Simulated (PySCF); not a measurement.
# C4H7NSi: the cost of one run

The runs use PySCF 2.14.0, with density-fitted response routines of our own; the level of theory stands in each step. All values are computed, except where a source is named. Atoms are numbered from 0 throughout.

### Step 1. The starting structure

13 atoms, charge 0, multiplicity 1; geometry from: GFN2-xTB. The atoms were then displaced at random by about 0.01 Å, so the start is not that level's minimum.

Bonds of the start (Å): C0–C1 1.17, C1–Si2 1.85, Si2–C3 1.85, Si2–N4 1.74, N4–C5 1.24, C0–H6 1.08, Si2–H7 1.49, C3–H8 1.08, C3–H9 1.09, C3–H10 1.12, C5–H11 1.11, C5–H12 1.08.

### Step 2. Relaxing the molecule at PBE0-D3(BJ)/def2-SVP

Job settings and geometry (Å):

```
{"job": {"xc": "PBE0", "basis": "def2-SVP", "d3": "d3bj", "grid": 1, "shake": 0.01, "kind": "geom"}, "charge": 0, "multiplicity": 1}
C     -0.788020     2.855470     0.065160
C     -0.487630     1.733600     0.233950
Si    -0.029430    -0.031350     0.524990
C     -1.475460    -1.160360     0.277070
N      1.044580    -0.381440    -0.800220
C      2.224840    -0.748990    -0.896570
H     -1.083930     3.879780    -0.097160
H      0.541890    -0.141900     1.896940
H     -1.870800    -1.098390    -0.722250
H     -1.274830    -2.203880     0.501500
H     -2.329220    -0.869550     0.946390
H      2.905330    -0.959260    -0.046780
H      2.628490    -0.890630    -1.893330
```

Started as:

```bash
$ OMP_NUM_THREADS=1 python probes_run.py task.json out
```

The driver reads the jobs from task.json and runs them one after another.

**Question.** How long does this first job take on 1 thread of Arm Neoverse V1, shared host, and how much memory does it need?

About 43 s, with a peak of 0.5 GiB.
